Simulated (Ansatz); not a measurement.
# C3H10O3Si2: vertical ionisation energy

The task here is to estimate one member of a computed series from the others.

Computed with Ansatz 0.2.0, Gaussian basis. Level: unrestricted cation, the program's frozen cores in correlated methods.

The runs, in order: UKS PBE-D4/def2-TZVPP; UKS r2SCAN-D4/def2-TZVPP; UKS PBE0-D4/def2-TZVPP; UKS B3LYP-D4/def2-TZVPP; UKS wB97X-V/def2-TZVPP; UKS wB97M-V/def2-TZVPP; UKS B2PLYP/def2-TZVPP; UHF-MP2/def2-TZVPP; UHF-MP2/def2-QZVPP; then −ε(HOMO) from the neutral's earlier runs with LDA (SPW92), PBE-D4, revPBE-D4, BLYP-D4, r2SCAN-D4, B97M-V, PBE0-D4, B3LYP-D4, r2SCANh-D4, r2SCAN0-D4, HSE06-D4, BHLYP-D4, CAM-B3LYP-D4, LC-ωPBE, ωB97X-V, ωB97M-V.

1 further run of the same task is left out (it didn't finish).

### The geometry

An earlier PBE0-D4 in a triple-zeta def2 set relaxation fixed the geometry.

SMILES `C=C[Si@@H](O)O[Si@@H](C)O`, 18 atoms, charge 0, spin multiplicity 1.

Atoms are counted from 1 here; the program's logs count them from 0.

Bond lengths: C1–C2 1.330 Å, C1–H9 1.087 Å, C1–H10 1.086 Å, C2–Si3 1.848 Å, C2–H11 1.089 Å, Si3–O4 1.639 Å, Si3–O5 1.630 Å, Si3–H12 1.485 Å, O4–H13 0.958 Å, O5–Si6 1.636 Å, Si6–C7 1.856 Å, Si6–O8 1.641 Å, Si6–H14 1.481 Å, C7–H15 1.094 Å, C7–H16 1.093 Å, C7–H17 1.093 Å, O8–H18 0.958 Å. Angles: C2–C1–H9 121.5°, C2–C1–H10 122.6°, H9–C1–H10 115.9°, C1–C2–Si3 121.6°, C1–C2–H11 118.5°, Si3–C2–H11 119.9°, C2–Si3–O4 106.7°, C2–Si3–O5 112.3°, C2–Si3–H12 109.6°, O4–Si3–O5 110.0°, O4–Si3–H12 111.7°, O5–Si3–H12 106.6°, Si3–O4–H13 117.8°, Si3–O5–Si6 149.9°, O5–Si6–C7 108.9°, O5–Si6–O8 109.3°, O5–Si6–H14 109.7°, C7–Si6–O8 112.3° and more.

The first run:

in.yaml reads:

```yaml
crystal:
  periodic: [false, false, false]
  atoms:
    - {symbol: C, position_ang: [-1.976047, -0.513247, 2.073601]}
    - {symbol: C, position_ang: [-1.297122, 0.472601, 1.493230]}
    - {symbol: Si, position_ang: [-1.404348, 0.782058, -0.325455]}
    - {symbol: O, position_ang: [-1.744626, 2.374527, -0.513747]}
    - {symbol: O, position_ang: [-0.017422, 0.411989, -1.098403]}
    - {symbol: Si, position_ang: [1.596064, 0.146898, -1.060623]}
    - {symbol: C, position_ang: [1.951273, -1.232612, 0.128989]}
    - {symbol: O, position_ang: [2.127632, -0.185432, -2.576626]}
    - {symbol: H, position_ang: [-2.631924, -1.164857, 1.501420]}
    - {symbol: H, position_ang: [-1.917560, -0.715204, 3.139510]}
    - {symbol: H, position_ang: [-0.661536, 1.101958, 2.114934]}
    - {symbol: H, position_ang: [-2.460989, -0.077990, -0.916733]}
    - {symbol: H, position_ang: [-1.716214, 2.736093, -1.400602]}
    - {symbol: H, position_ang: [2.299978, 1.396499, -0.689701]}
    - {symbol: H, position_ang: [1.444037, -2.153340, -0.173236]}
    - {symbol: H, position_ang: [3.023617, -1.434954, 0.183410]}
    - {symbol: H, position_ang: [1.598031, -0.976729, 1.131389]}
    - {symbol: H, position_ang: [1.787156, -0.968248, -3.011346]}
basis:
  gaussian: {orbitals: def2-TZVPP}
total_charge: 1
magnetization: {spin_polarized: true, initial_magnetization: 1}
hamiltonian: {xc: pbe, dispersion: d4}
```

Among the steps run: Cation, UKS PBE-D4/def2-TZVPP; Cation, UKS r2SCAN-D4/def2-TZVPP; Cation, UKS PBE0-D4/def2-TZVPP; Cation, UKS B3LYP-D4/def2-TZVPP; Cation, UKS wB97X-V/def2-TZVPP; Cation, UKS wB97M-V/def2-TZVPP; Cation, UKS B2PLYP (frozen core)/def2-TZVPP; Cation, UHF-MP2/def2-TZVPP; Cation, UHF-MP2/def2-QZVPP.

One table of the session follows, with a row left open; its other results are not shown here.

It belongs to the step «Ionisation energies side by side». Orbital estimates, from the neutral's runs:

| functional | −ε(HOMO) (eV) |
| --- | --- |
| LDA (SPW92) | 7.00 |
| PBE-D4 | 6.86 |
| revPBE-D4 | 6.80 |
| BLYP-D4 | 6.73 |
| r2SCAN-D4 | 7.15 |
| B97M-V | 7.20 |
| PBE0-D4 | 8.13 |
| B3LYP-D4 | 7.89 |
| r2SCANh-D4 | 7.62 |
| r2SCAN0-D4 | ? |
| HSE06-D4 | 7.73 |
| BHLYP-D4 | 9.12 |
| CAM-B3LYP-D4 | 9.48 |
| LC-ωPBE | 10.90 |
| ωB97X-V | 10.51 |
| ωB97M-V | 10.41 |

Estimate the missing values for r2SCAN0-D4.

Worked estimate for «−ε(HOMO) (eV)». Against the share of exact exchange, r2SCAN-D4 (0, 7.15), r2SCANh-D4 (0.1, 7.62) give a slope of 4.70 per unit share; at 0.25 the line stands at 8.32.

The run gave: −ε(HOMO) (eV): 8.30. In «−ε(HOMO) (eV)» the line misses by +0.02.
